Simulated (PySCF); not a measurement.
# CH5BN2 (SMILES NC1BN1) at 6 levels

We compute a comparison of 6 runs (HF/STO-3G, HF/3-21G, HF/def2-SVP, B3LYP/6-31G*, TPSSh/6-31+G*) of CH5BN2. The job is set up through a Python script.

Program for the calculation: PySCF 2.14.0.

**1. The molecule**

CH5BN2 has 9 atoms, charge 0, and is taken as a singlet. SMILES: `NC1BN1`. Geometry: relaxed at PBE0-D4/def2-TZVP. This is one conformer, not always the lowest.

Bond lengths: N1–C2 1.431 Å, C2–B3 1.561 Å, C2–N4 1.467 Å, B3–N4 1.341 Å, N1–H5 1.010 Å, N1–H6 1.010 Å, C2–H7 1.092 Å, B3–H8 1.184 Å, N4–H9 1.004 Å. Some angles: N1–C2–B3 121.1°, N1–C2–N4 117.3°, B3–C2–N4 52.5°, C2–B3–N4 60.2°, C2–N4–B3 67.4°, N1–C2–H7 115.1°, B3–C2–H7 121.0°, N4–C2–H7 113.6°, C2–N1–H5 112.4°, C2–N1–H6 112.7°.

**2. Energy and gradient at HF/STO-3G (run 1)**

run.py reads:

```python
import pyscf.grad
from pyscf import gto, scf

molecule = gto.M(
    atom='''
N        0.142900       1.194400      -0.640600
C       -0.364200      -0.077200      -0.222300
B        0.591200      -1.194100       0.303200
N       -0.130500      -0.469900       1.171500
H        0.784000       1.117400      -1.417000
H       -0.589900       1.842600      -0.892400
H       -1.366400      -0.317200      -0.582700
H        1.414200      -2.039000       0.194700
H       -0.392800      -0.103200       2.068300
''',
    basis='sto-3g',
    max_memory=1860,
    verbose=4,
)

myscf = scf.RHF(molecule)
myscf.conv_tol = 1e-10
myscf.kernel()
if not myscf.converged:
    myscf = myscf.newton().run(myscf.mo_coeff, myscf.mo_occ)

etot = myscf.e_tot
print('Final energy', etot)
grad = myscf.Gradients().kernel()
dip = myscf.dip_moment()
pop, q = myscf.mulliken_pop()
```

Run with:

```
$ OMP_NUM_THREADS=1 python run.py
```

The program printed:

```text
PySCF version 2.14.0

[... 63 lines left out ...]
converged SCF energy = -172.115897693931
Final energy -172.11589769393115
[... 8 lines left out ...]
[... 5 lines of this table left out ...]
8 H     0.0029824507    -0.0043620465    -0.0154767799
----------------------------------------------
Dipole moment(X, Y, Z, Debye): -0.84432,  0.04555, -0.24444
 ** Mulliken pop  **
pop of  0 N 1s            1.99507
pop of  0 N 2s            1.52982
pop of  0 N 2px           1.24808
pop of  0 N 2py           1.15598
pop of  0 N 2pz           1.49558
pop of  1 C 1s            1.99223
pop of  1 C 2s            1.13092
pop of  1 C 2px           1.04462
pop of  1 C 2py           0.96052
pop of  1 C 2pz           0.84122
pop of  2 B 1s            1.99087
pop of  2 B 2s            0.84816
pop of  2 B 2px           0.55623
pop of  2 B 2py           0.57800
pop of  2 B 2pz           0.71533
pop of  3 N 1s            1.99501
pop of  3 N 2s            1.46413
pop of  3 N 2px           1.48582
pop of  3 N 2py           1.40576
pop of  3 N 2pz           1.08003
pop of  4 H 1s            0.83918
pop of  5 H 1s            0.84294
pop of  6 H 1s            0.96556
pop of  7 H 1s            1.05061
pop of  8 H 1s            0.78835
 ** Mulliken atomic charges  **
charge of    0N =     -0.42452
charge of    1C =      0.03049
charge of    2B =      0.31141
charge of    3N =     -0.43076
charge of    4H =      0.16082
charge of    5H =      0.15706
charge of    6H =      0.03444
charge of    7H =     -0.05061
charge of    8H =      0.21165
```

Run time: 1.1 s. Hardware: 1 thread of Arm Neoverse V2, shared host; peak memory 0.11 GiB.

**3. Energy and forces at HF/3-21G (run 2)**

job.py reads:

```python
import pyscf.grad
from pyscf import gto

mol = gto.M(
    atom='''
N      0.270042     2.257089    -1.210559
C     -0.688238    -0.145887    -0.420086
B      1.117206    -2.256522     0.572965
N     -0.246609    -0.887982     2.213814
H      1.481545     2.111580    -2.677742
H     -1.114749     3.482009    -1.686392
H     -2.582122    -0.599421    -1.101143
H      2.672451    -3.853152     0.367930
H     -0.742284    -0.195020     3.908521
''',
    verbose=4,
    max_memory=1860,
    spin=0,
    basis='3-21g',
    unit='bohr',
)

mf = mol.RHF()
mf.conv_tol = 1e-10
mf.kernel()
if not mf.converged:
    mf = mf.newton().run(mf.mo_coeff, mf.mo_occ)

e_tot = mf.e_tot
print(f'total energy: {e_tot:.8f} hartree')
grad = mf.Gradients().kernel()
mf.analyze()
```

Run with:

```
$ OMP_NUM_THREADS=1 python job.py
```

The program printed:

```text
PySCF version 2.14.0

[... 80 lines left out ...]
Nuclear Repulsion Energy =             109.448345178648836
[... 6 lines left out ...]
MO #1   energy= -15.4771575532924  occ= 2
[... 4 lines left out ...]
MO #6   energy= -1.13657079445354  occ= 2
[... 4 lines left out ...]
MO #11  energy= -0.600097844345352 occ= 2
[... 4 lines left out ...]
MO #16  energy= 0.175100608063299  occ= 0
[... 4 lines left out ...]
MO #21  energy= 0.347745714644213  occ= 0
[... 4 lines left out ...]
MO #26  energy= 0.700801080381129  occ= 0
[... 4 lines left out ...]
MO #31  energy= 1.05848891245886   occ= 0
[... 4 lines left out ...]
MO #36  energy= 1.3991844714663    occ= 0
[... 4 lines left out ...]
MO #41  energy= 1.67235624156754   occ= 0
[... 4 lines left out ...]
MO #46  energy= 2.96216313521284   occ= 0
[... 19 lines left out ...]
pop of  1 C 3pz           0.00577
pop of  2 B 1s            1.99959
pop of  2 B 2s            0.80327
pop of  2 B 3s            0.00566
pop of  2 B 2px           0.63215
pop of  2 B 2py           0.64933
pop of  2 B 2pz           0.77799
pop of  2 B 3px           0.00743
pop of  2 B 3py           0.01006
pop of  2 B 3pz           0.01112
pop of  3 N 1s            1.99970
pop of  3 N 2s            1.20944
pop of  3 N 3s            0.00205
pop of  3 N 2px           1.50257
pop of  3 N 2py           1.43790
pop of  3 N 2pz           1.17706
pop of  3 N 3px           0.00576
pop of  3 N 3py           0.00375
pop of  3 N 3pz           0.00233
pop of  4 H 1s            0.79886
pop of  4 H 2s            0.01054
pop of  5 H 1s            0.80456
pop of  5 H 2s            0.01065
pop of  6 H 1s            0.92117
pop of  6 H 2s            0.00960
pop of  7 H 1s            0.99268
pop of  7 H 2s            0.00495
pop of  8 H 1s            0.75219
pop of  8 H 2s            0.01283
 ** Mulliken atomic charges  **
charge of    0N =     -0.46755
charge of    1C =      0.02274
charge of    2B =      0.10340
charge of    3N =     -0.34057
charge of    4H =      0.19060
charge of    5H =      0.18479
charge of    6H =      0.06923
charge of    7H =      0.00237
charge of    8H =      0.23498
Dipole moment(X, Y, Z, Debye): -1.00939,  0.26114, -0.50625
```

Run time: 1.2 s. Hardware: 1 thread of Arm Neoverse V2, shared host; peak memory 0.12 GiB.

Runs 3 to 5 aren't shown in full; the table further down has their settings and results.

**4. Energy and forces at TPSSh/6-31+G(d) (spherical functions) (run 6)**

calc.py reads:

```python
import pyscf.grad
from pyscf import gto, dft

molecule = gto.Mole()
molecule.atom = [
    ('N', (0.142900, 1.194400, -0.640600)),
    ('C', (-0.364200, -0.077200, -0.222300)),
    ('B', (0.591200, -1.194100, 0.303200)),
    ('N', (-0.130500, -0.469900, 1.171500)),
    ('H', (0.784000, 1.117400, -1.417000)),
    ('H', (-0.589900, 1.842600, -0.892400)),
    ('H', (-1.366400, -0.317200, -0.582700)),
    ('H', (1.414200, -2.039000, 0.194700)),
    ('H', (-0.392800, -0.103200, 2.068300)),
]
molecule.basis = '6-31+g*'
molecule.verbose = 3
molecule.spin = 0
molecule.max_memory = 1860
molecule.charge = 0
molecule.build()

myscf = dft.RKS(molecule, xc='tpssh')
myscf.grids.level = 5
myscf.conv_tol = 1e-10
myscf.kernel()
if not myscf.converged:
    myscf = myscf.newton().run(myscf.mo_coeff, myscf.mo_occ)

e_tot = myscf.e_tot
print(f'total energy: {e_tot:.8f} hartree')
grad = myscf.Gradients().kernel()
myscf.analyze()
```

Run with:

```
$ OMP_NUM_THREADS=1 python calc.py
```

The program printed:

```text
converged SCF energy = -175.444433294021
[... 14 lines left out ...]
MO #5   energy= -0.913131643231923 occ= 2
[... 6 lines left out ...]
MO #12  energy= -0.346788264666919 occ= 2
[... 6 lines left out ...]
MO #19  energy= 0.034900701417504  occ= 0
[... 6 lines left out ...]
MO #26  energy= 0.127007021225736  occ= 0
[... 6 lines left out ...]
MO #33  energy= 0.229192751057489  occ= 0
[... 6 lines left out ...]
MO #40  energy= 0.36105887086139   occ= 0
[... 6 lines left out ...]
MO #47  energy= 0.780888960912266  occ= 0
[... 6 lines left out ...]
MO #54  energy= 0.985668592647112  occ= 0
[... 6 lines left out ...]
MO #61  energy= 1.33637515382323   occ= 0
[... 6 lines left out ...]
MO #68  energy= 1.83468564415685   occ= 0
[... 6 lines left out ...]
MO #75  energy= 2.23767890674022   occ= 0
[... 6 lines left out ...]
MO #82  energy= 2.99307835573191   occ= 0
[... 10 lines left out ...]
Dipole moment(X, Y, Z, Debye): -1.00912,  0.40320, -0.27429
```

Wall time 47 s (1 thread of Arm Neoverse V2, shared host); peak memory 0.83 GiB.

**5. All runs side by side**

| run | level | integration grid | Cartesian functions | energy (Eh) | dipole moment (D) | HOMO energy (eV) | LUMO energy (eV) | wall time |
| --- | --- | --- | --- | --- | --- | --- | --- | --- |
| 1 | HF/STO-3G | – | no | -172.115898 | 0.88 | -8.29 | 9.04 | 1.1 s |
| 2 | HF/3-21G | – | no | -173.338505 | 1.16 | -9.97 | 4.76 | 1.2 s |
| 3 | HF/def2-SVP | – | no | -174.192513 | 1.01 | -10.18 | 4.20 | 3.6 s |
| 4 | B3LYP/6-31G* (spherical functions) | 5 | no | -175.424841 | 1.15 | -6.18 | 0.69 | 19 s |
| 5 | B3LYP/6-31G* (Cartesian functions) | 5 | yes | -175.427994 | 1.15 | -6.19 | 0.69 | 19 s |
| 6 | TPSSh/6-31+G* (spherical functions) | 5 | no | -175.444433 | 1.12 | -6.07 | -0.23 | 47 s |

**6. Results**

| quantity | value |
| --- | --- |
| run 6: total energy | -175.44443 Eh |
| run 6: dipole moment | 1.12 D |
| run 6: HOMO energy | -6.07 eV |
| run 6: LUMO energy | -0.23 eV |
| run 6: HOMO–LUMO gap | 5.84 eV |
| run 6: largest force on an atom | 0.714 eV/Å |

What this shows: The dipole moment (its size) runs from 0.88 D (HF/STO-3G) to 1.16 D (HF/3-21G). The HOMO–LUMO gap runs from 5.84 eV (TPSSh/6-31+G*) to 17.33 eV (HF/STO-3G). The two ends differ in method and basis. Totals of different functionals can't be ranked against each other. In run 1 the basis is minimal, so the values are rough. All runs together took 90 s, the longest 47 s.
